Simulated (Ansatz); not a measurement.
**SnNH₇ (built from SMILES N.[SnH4]): a barrier at many levels of theory**

How high is the barrier of this step (Sn1–N7 formed, H2–H6 formed, Sn1–H2 broken, H6–N7 broken), and how far do cheaper methods land from CCSD(T)?

The runs use Ansatz 0.2.0, Gaussian basis; single points in def2-TZVPP on PBE0-D4/def2-TZVP structures.

Levels: SPW92, PBE-D4, BLYP-D4, r2SCAN-D4, B97M-V, PBE0-D4, B3LYP-D4, r2SCAN0-D4, BHLYP-D4, CAM-B3LYP-D4, wB97X-V, wB97M-V, B2PLYP, PBE-QIDH, RPA on PBE, Hartree-Fock, MP2, CCSD, CCSD(T). The reference is CCSD(T) at the basis limit, from triple and quadruple zeta. Zero-point energies come from PBE0-D4 vibrations.

Cores are frozen in the correlated methods. Filled d shells of the heavier atoms are correlated. Core potentials replace the inner electrons past krypton, and spin-orbit coupling is left out. B3LYP uses VWN-RPA correlation. B2PLYP carries no dispersion term here.

80 further runs of the same task are left out: 80 set aside as unsound or not needed.

## (1) Start, saddle and end, as given

Charge 0, multiplicity 1. The folders r, ts and p hold the start, the saddle and the end; their coordinates stand in the first inputs.

| pair | r (Å) | ts (Å) | p (Å) |
| --- | --- | --- | --- |
| Sn1–N7 | 3.122 | 2.183 | 2.035 |
| H2–H6 | 3.286 | 1.105 | 0.750 |
| Sn1–H2 | 1.703 | 2.216 | 4.452 |
| H6–N7 | 1.013 | 1.241 | 2.617 |

## (2) SPW92/def2-TZVPP

r/in.yaml

```yaml
crystal:
  periodic: [false, false, false]
  atoms:
    - {symbol: Sn, position_ang: [-0.999727, -1.077733, -0.201284]}
    - {symbol: H, position_ang: [0.535581, -1.802360, -0.333034]}
    - {symbol: H, position_ang: [-2.160774, -2.328850, -0.434927]}
    - {symbol: H, position_ang: [-1.273960, -0.438231, 1.352893]}
    - {symbol: H, position_ang: [-1.269541, 0.075994, -1.424245]}
    - {symbol: H, position_ang: [1.756450, 0.959521, 0.962073]}
    - {symbol: N, position_ang: [1.104071, 1.190028, 0.222326]}
    - {symbol: H, position_ang: [0.661609, 2.065980, 0.473156]}
    - {symbol: H, position_ang: [1.646392, 1.355651, -0.616958]}
basis:
  gaussian: {orbitals: def2-TZVPP}
hamiltonian: {xc: lda}
```

ts/in.yaml

```yaml
crystal:
  periodic: [false, false, false]
  atoms:
    - {symbol: Sn, position_ang: [-0.886560, -0.460577, -0.137158]}
    - {symbol: H, position_ang: [0.941721, -1.196183, 0.877194]}
    - {symbol: H, position_ang: [-0.691981, -1.792601, -1.175511]}
    - {symbol: H, position_ang: [-1.656426, -0.692617, 1.360805]}
    - {symbol: H, position_ang: [-1.852810, 0.691779, -1.004227]}
    - {symbol: H, position_ang: [1.221569, -0.181364, 0.541974]}
    - {symbol: N, position_ang: [0.856817, 0.850117, -0.043588]}
    - {symbol: H, position_ang: [0.762493, 1.699581, 0.506004]}
    - {symbol: H, position_ang: [1.305277, 1.081865, -0.925493]}
basis:
  gaussian: {orbitals: def2-TZVPP}
hamiltonian: {xc: lda}
```

p/in.yaml

```yaml
crystal:
  periodic: [false, false, false]
  atoms:
    - {symbol: Sn, position_ang: [-1.276929, -0.017449, -0.481414]}
    - {symbol: H, position_ang: [2.359808, -1.552214, 1.577992]}
    - {symbol: H, position_ang: [-1.016327, -1.426831, -1.402611]}
    - {symbol: H, position_ang: [-1.955777, -0.360416, 1.043198]}
    - {symbol: H, position_ang: [-2.291943, 1.065122, -1.342934]}
    - {symbol: H, position_ang: [1.987077, -1.018873, 1.204714]}
    - {symbol: N, position_ang: [0.570480, 0.748334, -0.106004]}
    - {symbol: H, position_ang: [0.541282, 1.589206, 0.457272]}
    - {symbol: H, position_ang: [1.082431, 0.973119, -0.950211]}
basis:
  gaussian: {orbitals: def2-TZVPP}
hamiltonian: {xc: lda}
```

The same command starts each run, in its folder.

Started as:

```bash
> ansatz run in.yaml --threads 2 --pin off --events-out ev --progress --plain --max-ram 4352MiB
```

After this run come: PBE-D4/def2-TZVPP; BLYP-D4/def2-TZVPP; r2SCAN-D4/def2-TZVPP; B97M-V/def2-TZVPP; PBE0-D4/def2-TZVPP; B3LYP-D4/def2-TZVPP; r2SCAN0-D4/def2-TZVPP; BHLYP-D4/def2-TZVPP; CAM-B3LYP-D4/def2-TZVPP; wB97X-V/def2-TZVPP; wB97M-V/def2-TZVPP; B2PLYP/def2-TZVPP; PBE-QIDH/def2-TZVPP; RPA on PBE/def2-TZVPP; CCSD(T)/def2-TZVPP; MP2/def2-QZVPP; Vibrations of the start structure; Vibrations of the end structure.

Before running it: what results should come out? Wanted: barrier, CCSD(T)/CBS; reverse barrier, CCSD(T)/CBS; step energy, CCSD(T)/CBS; barrier with zero-point energy; step energy with zero-point energy; imaginary mode at the saddle; largest T1 diagnostic.

**Answer**, as computed:

```
                          quantity         value
              barrier, CCSD(T)/CBS  193.0 kJ/mol
      reverse barrier, CCSD(T)/CBS  155.6 kJ/mol
          step energy, CCSD(T)/CBS  +37.4 kJ/mol
    barrier with zero-point energy  181.1 kJ/mol
step energy with zero-point energy  +23.6 kJ/mol
      imaginary mode at the saddle    1464i cm⁻¹
             largest T1 diagnostic         0.014
```

r2SCAN0-D4 is the best functional here (-2.7 kJ/mol from CCSD(T)/CBS); SPW92 is the worst (-47.3 kJ/mol). Mean unsigned error by rung: LDA 47.3, GGA 22.4, meta-GGA 11.0, hybrid 8.0, range-separated hybrid 4.7, double hybrid 3.9 kJ/mol. PBE-D4 gives a barrier 27.1 kJ/mol too low, outside chemical accuracy (1 kcal/mol, 4.2 kJ/mol). Every functional without exact exchange puts the barrier too low, the usual mark of self-interaction error, which favours the spread-out density of a saddle. The barrier rises with the share of exact exchange, from BLYP-D4 through B3LYP-D4 to BHLYP-D4 (-17.6, -4.1, +14.9 kJ/mol). Hartree-Fock, with no correlation, is off by +56.0 kJ/mol. Zero-point motion lowers the barrier by 12.0 kJ/mol.
